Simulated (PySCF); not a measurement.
# GdH6N2 (Gd(NH3)23+): the cost of one run

Method: r2SCAN, Gd lcecp-1-SVP with ECP53, N def2-SVP, H def2-SVP; scalar-relativistic core potentials, no spin–orbit coupling; program: PySCF 2.14.0.

4 further runs of the same task are left out: 2 for a known fault of the program, 1 that didn't finish, 1 set aside as unsound or not needed.

## (1) Where the work starts

9 atoms, charge 3, spin multiplicity 1.

Bond lengths: Gd1–N2 2.533 Å, Gd1–N6 2.533 Å, N2–H3 1.020 Å, N2–H4 1.020 Å, N2–H5 1.020 Å, N6–H7 1.020 Å, N6–H8 1.020 Å, N6–H9 1.020 Å. Angles: N2–Gd1–N6 180.0°, Gd1–N2–H3 113.0°, Gd1–N2–H4 113.0°, Gd1–N2–H5 113.0°, H3–N2–H4 105.8°, H3–N2–H5 105.8°, H4–N2–H5 105.8°, Gd1–N6–H7 113.0°, Gd1–N6–H8 113.0°, Gd1–N6–H9 113.0°, H7–N6–H8 105.8°, H7–N6–H9 105.8°, H8–N6–H9 105.8°.

Geometry (Å):

```xyz
9

Gd    0.0000    0.0000    0.0000
N     0.0000    0.0000    2.5325
H     0.8133    0.4696    2.9305
H    -0.8133    0.4696    2.9305
H     0.0000   -0.9392    2.9305
N     0.0000    0.0000   -2.5325
H     0.8133   -0.4696   -2.9305
H    -0.8133   -0.4696   -2.9305
H     0.0000    0.9392   -2.9305
```

Formal oxidation states: Gd +3. Each metal's 7 4f electrons lie in its core potential, so multiplicities, spins and levels count the valence alone.

## (2) SCF at the start, singlet

Contents of run.py (the lines that set the calculation):

```python
mol = gto.M(atom='''
Gd     0.00000     0.00000     0.00000
N      0.00000     0.00000     2.53250
H      0.81330     0.46960     2.93050
H     -0.81330     0.46960     2.93050
H      0.00000    -0.93920     2.93050
N      0.00000     0.00000    -2.53250
H      0.81330    -0.46960    -2.93050
H     -0.81330    -0.46960    -2.93050
H      0.00000     0.93920    -2.93050''',
    basis={'Gd': 'lcecp-1-SVP', 'N': 'def2-SVP', 'H': 'def2-SVP'},
    ecp={'Gd': 'lcecp-1-SVP'},
    charge=3, spin=0)
mf = dft.RKS(mol, xc='R2SCAN')
mf.grids.atom_grid = (50, 194)  # f atoms: unpruned, at least (60, 302)
mf = mf.density_fit()  # fitting sets: Gd AutoAux, N def2-universal-JKFIT, H def2-universal-JKFIT
mf.conv_tol = 1e-08; mf.max_cycle = 55
mf.kernel(dm0)  # dm0: free metal ions and neutral atoms
```

The run is started by

```bash
OMP_NUM_THREADS=2 python run.py
```

Q: Estimate wall time and peak memory on 2 threads of AMD EPYC 7B13 (Zen 3), shared host.

About 5 s, with a peak of 0.63 GiB.
